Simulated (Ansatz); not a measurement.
# C2H7AlBrNS: a ladder of functionals and wavefunction methods

One table from this session's results is given with a row withheld; the runs are named, their logs left out.

The runs use Ansatz 0.2.0, Gaussian basis; functionals in def2-TZVPP, the program's frozen cores in correlated methods.

Plan: PBE-D4, r2SCAN-D4, PBE0-D4, B3LYP-D4, ωB97X-V, ωB97M-V, B2PLYP; CCSD(T)/def2-TZVPP; MP2/def2-QZVPP; extrapolation to the limit.

### The geometry

An earlier PBE0-D4 in a triple-zeta def2 set relaxation fixed the geometry.

13 atoms, charge 0, spin multiplicity 1.

Atoms are counted from 1 here; the program's logs count them from 0.

Bond lengths: C1–N2 1.444 Å, C1–H7 1.099 Å, C1–H8 1.092 Å, C1–H9 1.099 Å, N2–C3 1.444 Å, N2–Al4 1.759 Å, C3–H10 1.093 Å, C3–H11 1.099 Å, C3–H12 1.099 Å, Al4–S5 2.176 Å, Al4–Br6 2.255 Å, S5–H13 1.344 Å. Angles: N2–C1–H7 111.3°, N2–C1–H8 110.9°, N2–C1–H9 111.3°, H7–C1–H8 107.9°, H7–C1–H9 107.4°, H8–C1–H9 107.9°, C1–N2–C3 112.7°, C1–N2–Al4 125.0°, C3–N2–Al4 122.3°, N2–C3–H10 111.2°, N2–C3–H11 111.4°, N2–C3–H12 111.4°, H10–C3–H11 107.6°, H10–C3–H12 107.6°, H11–C3–H12 107.5°, N2–Al4–S5 119.9°, N2–Al4–Br6 120.0°, S5–Al4–Br6 120.1° and more.

Set-up of the first run:

The input, in.yaml:

```yaml
crystal:
  periodic: [false, false, false]
  atoms:
    - {symbol: C, position_ang: [-0.259597, -1.663686, 0.281700]}
    - {symbol: N, position_ang: [-0.105477, -0.277432, -0.090288]}
    - {symbol: C, position_ang: [-0.639317, 0.009733, -1.401416]}
    - {symbol: Al, position_ang: [0.642652, 0.958757, 0.912241]}
    - {symbol: S, position_ang: [0.785834, 3.004857, 0.185167]}
    - {symbol: Br, position_ang: [1.448754, 0.424216, 2.949618]}
    - {symbol: H, position_ang: [0.256166, -2.326791, -0.426430]}
    - {symbol: H, position_ang: [0.152948, -1.848730, 1.275253]}
    - {symbol: H, position_ang: [-1.318047, -1.958098, 0.295895]}
    - {symbol: H, position_ang: [-0.509158, 1.063864, -1.659333]}
    - {symbol: H, position_ang: [-0.138693, -0.585575, -2.177240]}
    - {symbol: H, position_ang: [-1.713445, -0.214568, -1.455160]}
    - {symbol: H, position_ang: [1.397379, 3.413443, 1.310023]}
basis:
  gaussian: {orbitals: def2-TZVPP}
hamiltonian: {xc: pbe, dispersion: d4}
output: {forces: true, orbitals: {seedname: orbitals}}
```

Started as:

```console
> ansatz run in.yaml --threads 2 --pin off --events-out ev --progress --plain --max-ram 22528MiB --backend cuda --devices 0, --max-vram 18GiB
```

Among the steps run: PBE-D4 (GGA); r2SCAN-D4 (meta-GGA); PBE0-D4 (hybrid); B3LYP-D4 (hybrid); ωB97X-V (range-separated); ωB97M-V (range-separated); B2PLYP (double hybrid); CCSD(T) in def2-TZVPP; MP2 in def2-QZVPP.

One table of the session follows, with a row left open; its other results are not shown here.

```
            method  atomisation energy (eV)
            PBE-D4                   48.945
         r2SCAN-D4                   48.321
           PBE0-D4                   48.280
          B3LYP-D4                   48.066
           ωB97X-V                   48.354
           ωB97M-V                        ?
            B2PLYP                   47.525
     HF/def2-TZVPP                   35.058
    MP2/def2-TZVPP                   47.628
   CCSD/def2-TZVPP                   46.161
CCSD(T)/def2-TZVPP                   46.893
           MP2/CBS                   48.999
       CCSD(T)/CBS                   48.264
```

Q: Estimate the row for ωB97M-V from the others.

As computed: atomisation energy (eV): 48.316. In the column «atomisation energy (eV)» it lies between PBE0-D4 (48.280) and r2SCAN-D4 (48.321).

Caveats from the session: Free atoms (2 C, 1 N, 1 Al, 1 S, 1 Br, 7 H) were run apart at each level; the atomisation energy is their sum less the molecule, without zero-point or spin-orbit terms.
